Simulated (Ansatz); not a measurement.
**GeH₅NOSi: one species, many methods**

Aim: compute GeH₅NOSi with functionals from several rungs and with coupled cluster. The yardstick is the atomisation energy at the CCSD(T) limit.

Method: functionals in def2-TZVPP, the program's frozen cores in correlated methods; program: Ansatz 0.2.0, Gaussian basis.

The runs, in order: PBE-D4, r2SCAN-D4, PBE0-D4, B3LYP-D4, ωB97X-V, ωB97M-V, B2PLYP; CCSD(T)/def2-TZVPP; MP2/def2-QZVPP; extrapolation to the limit.

## (1) The geometry

An earlier PBE0-D4 in a triple-zeta def2 set relaxation fixed the geometry.

SMILES `O[SiH]1[NH][GeH2]1`, 9 atoms, charge 0, spin multiplicity 1.

Atoms are counted from 1 here; the program's logs count them from 0.

Bond lengths: O1–Si2 1.641 Å, O1–H5 0.959 Å, Si2–N3 1.677 Å, Si2–Ge4 2.296 Å, Si2–H6 1.489 Å, N3–Ge4 1.899 Å, N3–H7 1.005 Å, Ge4–H8 1.541 Å, Ge4–H9 1.543 Å. Angles: Si2–O1–H5 116.5°, O1–Si2–N3 117.6°, O1–Si2–Ge4 124.4°, O1–Si2–H6 107.1°, N3–Si2–Ge4 54.4°, N3–Si2–H6 120.4°, Ge4–Si2–H6 123.8°, Si2–N3–Ge4 79.7°, Si2–N3–H7 142.7°, Ge4–N3–H7 137.7°, Si2–Ge4–N3 45.9°, Si2–Ge4–H8 123.8°, Si2–Ge4–H9 126.6°, N3–Ge4–H8 112.3°, N3–Ge4–H9 112.9°, H8–Ge4–H9 109.5°.

## (2) PBE-D4 (GGA)

Input file in.yaml:

```yaml
crystal:
  periodic: [false, false, false]
  atoms:
    - {symbol: O, position_ang: [-0.648287, 0.943762, -1.814234]}
    - {symbol: Si, position_ang: [-0.050579, 0.790209, -0.293796]}
    - {symbol: N, position_ang: [1.045719, -0.446854, -0.010336]}
    - {symbol: Ge, position_ang: [-0.407683, -1.026397, 1.064873]}
    - {symbol: H, position_ang: [-0.989613, 1.807307, -2.054135]}
    - {symbol: H, position_ang: [0.214432, 2.163960, 0.214425]}
    - {symbol: H, position_ang: [1.964582, -0.772779, -0.256068]}
    - {symbol: H, position_ang: [-1.001562, -2.360711, 0.574329]}
    - {symbol: H, position_ang: [-0.038410, -1.144795, 2.557942]}
basis:
  gaussian: {orbitals: def2-TZVPP}
hamiltonian: {xc: pbe, dispersion: d4}
output: {forces: true, orbitals: {seedname: orbitals}}
```

Started as:

```bash
$ ansatz run in.yaml --threads 4 --pin off --events-out ev --progress --plain --max-ram 10444MiB
```

Further steps of the session: r2SCAN-D4 (meta-GGA); PBE0-D4 (hybrid); B3LYP-D4 (hybrid); ωB97X-V (range-separated); ωB97M-V (range-separated); B2PLYP (double hybrid); CCSD(T) in def2-TZVPP; MP2 in def2-QZVPP.

**Question.** What will the summary of the whole plan be? Wanted: atomisation energy, CCSD(T)/CBS; farthest; mean size of error, hybrid; mean size of error, range-separated; gap, smallest and largest; T1 diagnostic; triples share of the correlation energy.

The runs gave:

```
                               quantity                                 value
        atomisation energy, CCSD(T)/CBS                        697.0 kcal/mol
functionals within 7.0 kcal/mol (1.0 %)   PBE-D4, r2SCAN-D4, ωB97X-V, ωB97M-V
                               farthest               B2PLYP (-13.9 kcal/mol)
             mean size of error, hybrid                          9.4 kcal/mol
    mean size of error, range-separated                          2.6 kcal/mol
              gap, smallest and largest  4.61 eV (PBE-D4), 10.74 eV (ωB97X-V)
                          T1 diagnostic                                0.0129
triples share of the correlation energy                                 3.8 %
```

In words: PBE-D4 is off by +3.6 kcal/mol. Double hybrids carry the basis error of their MP2 part in triple zeta, and no dispersion term here, so their miss is partly the set-up's. Misses under about 7.0 kcal/mol are within the doubt on the reference itself, which lacks core-valence correlation, relativity and higher excitations, and its outer-core shells are covered unevenly. Hartree-Fock recovers 67 % of the binding; the rest is correlation. The gap grows from 4.6 to 10.7 eV across the functionals, mostly with the share of exact exchange. Correlated methods include outer-core shells of Ge, which these sets cover unevenly.
